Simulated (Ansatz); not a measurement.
Predict the output of the script below (Ansatz 0.2.0 through its Python package).

`brhosn.xyz`
```text
4

O    -0.49780    0.59910   -0.83320
Sn   -0.21490   -0.48460    0.74960
Br    2.21920   -0.97960    0.90820
H    -1.45090    0.80480   -0.84500
```

The script, `scan_brhosn.py`:
```python
"""Potential curve of BrHOSn along one bond."""

import ansatz as az
import numpy as np


def main() -> None:
    brhosn = az.Crystal.molecule_from_extxyz("brhosn.xyz")

    symbols = [site.symbol for site in brhosn.cartesian_sites]
    start = np.array([site.position_ang for site in brhosn.cartesian_sites])
    axis = (start[2] - start[1]) / np.linalg.norm(start[2] - start[1])
    moving = [2]
    lengths, energies = [2.12, 2.29, 2.49, 2.74, 3.11, 3.73, 4.48, 5.48], []
    for length in lengths:
        xyz = start.copy()
        xyz[moving] += (length - np.linalg.norm(start[2] - start[1])) * axis
        point = az.Crystal.molecule()
        for symbol, xyz in zip(symbols, xyz):
            point = point.atom(symbol, xyz.tolist())
        calc = (
            point.calculation()
            .basis(gaussian="def2-SVP")
            .functional("cam_b3lyp")
            .scf(lower_state_search="light")
            .spin("collinear")
        )
        summary = calc.run(threads=1).report
        energies.append(summary["free_energy_ev"])
        print(f"r = {length:6.3f} A  E = {energies[-1]:.5f} eV  <S^2> = {abs(summary['mean_field']['state']['spin_squared']):.3f}")

    print("energy above the lowest point (eV):", [round(e - min(energies), 3) for e in energies])


if __name__ == "__main__":
    main()
```

```console
$ python scan_brhosn.py
r =  2.120 A  E = -77933.34034 eV  <S^2> = 0.000
r =  2.290 A  E = -77934.54316 eV  <S^2> = 0.000
r =  2.490 A  E = -77934.99415 eV  <S^2> = 0.000
r =  2.740 A  E = -77934.85788 eV  <S^2> = 0.000
r =  3.110 A  E = -77934.16240 eV  <S^2> = 0.000
r =  3.730 A  E = -77932.93069 eV  <S^2> = 0.007
r =  4.480 A  E = -77932.10939 eV  <S^2> = 0.548
r =  5.480 A  E = -77931.71762 eV  <S^2> = 0.789
energy above the lowest point (eV): [1.654, 0.451, 0.0, 0.136, 0.832, 2.063, 2.885, 3.277]
```

Notes:
- The settings weren't tested for convergence.
- The rest of the molecule is held rigid at a force-field or estimated start geometry, and the basis set is modest; single-reference methods fail as a bond breaks.
- def2 sets replace the cores of elements past krypton by effective core potentials.
- The expectation value of S² is noticeably off S(S+1) in at least one run, so that state is spin-contaminated.
- The whole script took 81 s on 1 thread of Arm Neoverse V2, on a shared host, peak memory 0.36 GiB.

(Lines on the test bed's own set-up are left out of the output.)
